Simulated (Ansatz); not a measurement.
## C2H3ClSi, SMILES Cl[SiH]1C=C1: an atomisation energy, step by step

Computed with Ansatz 0.2.0 through its Python package.

At the Python prompt:
```pycon
>>> from collections import Counter
>>> import ansatz as az
>>> from ase import Atoms
>>> def energy(molecule, charge=0, unpaired=0):
...     calc = (
...         molecule.calculation()
...         .basis(gaussian="cc-pVTZ")
...         .functional("hf")
...     )
...     if charge:
...         calc = calc.charge(charge)
...     if unpaired:
...         calc = calc.spin("collinear", total=unpaired)
...     report = calc.run(threads=1).report
...     if report["published_state_doubts"]:
...         print("  doubts:", report["published_state_doubts"])
...     return report["free_energy_ev"]
...
>>> atoms = Atoms(["Cl", "Si", "C", "C", "H", "H", "H"], positions=[
...     (-1.4703, -1.8098, -0.415),
...     (-0.9028, 0.1657, -0.3495),
...     (0.2084, 0.3875, 0.9487),
...     (0.9257, -0.0483, -0.1058),
...     (-0.9884, 0.9243, -1.6342),
...     (0.454, 0.6687, 1.9727),
...     (1.8347, -0.3562, -0.4626),
... ])
>>> geometry = az.Crystal.molecule_from_ase(atoms)
>>> # Hund ground states
>>> unpaired = {"Cl": 1, "Si": 2, "C": 2, "H": 1}
>>> counts = Counter(site.symbol for site in geometry.cartesian_sites)
>>> atom_energy = {s: energy(az.Crystal.molecule().atom(s, (0, 0, 0)), 0, unpaired[s]) for s in counts}
>>> whole = energy(geometry, 0, 0)
>>> for s, e in atom_energy.items():
...     print(f"{s:2s} x{counts[s]}  {e:14.5f} eV")
...
Cl x1    -12503.23562 eV
Si x1     -7860.18382 eV
C  x2     -1025.63982 eV
H  x3       -13.60052 eV
>>> print(f"C2H3ClSi: {whole:.5f} eV")
C2H3ClSi: -22474.00636 eV
>>> split = sum(counts[s] * e for s, e in atom_energy.items()) - whole
>>> print(f"atomisation energy (no zero-point term): {96.485332 * split:.1f} kJ/mol, {split / sum(counts.values()):.3f} eV an atom")
atomisation energy (no zero-point term): 1785.5 kJ/mol, 2.644 eV an atom
```

1785.5 kJ/mol from the electronic energies, without the zero-point term.

Reading the output:
- These settings explore the input space; basis and method may be short of convergence.
- The geometry is a force-field or estimated start, not a minimum of this method, and the basis set is short of its limit. All parts are taken at fixed geometry, without zero-point energy.
- Hartree-Fock leaves correlation out, so bond, atomisation and ionisation energies come out well too low.
- For Al to Cl the sets with a tight d function, cc-pV(X+d)Z, are usual.
- Timing: 2.5 s on 1 thread of Arm Neoverse V2, with other jobs on the host, peak memory 0.34 GiB.
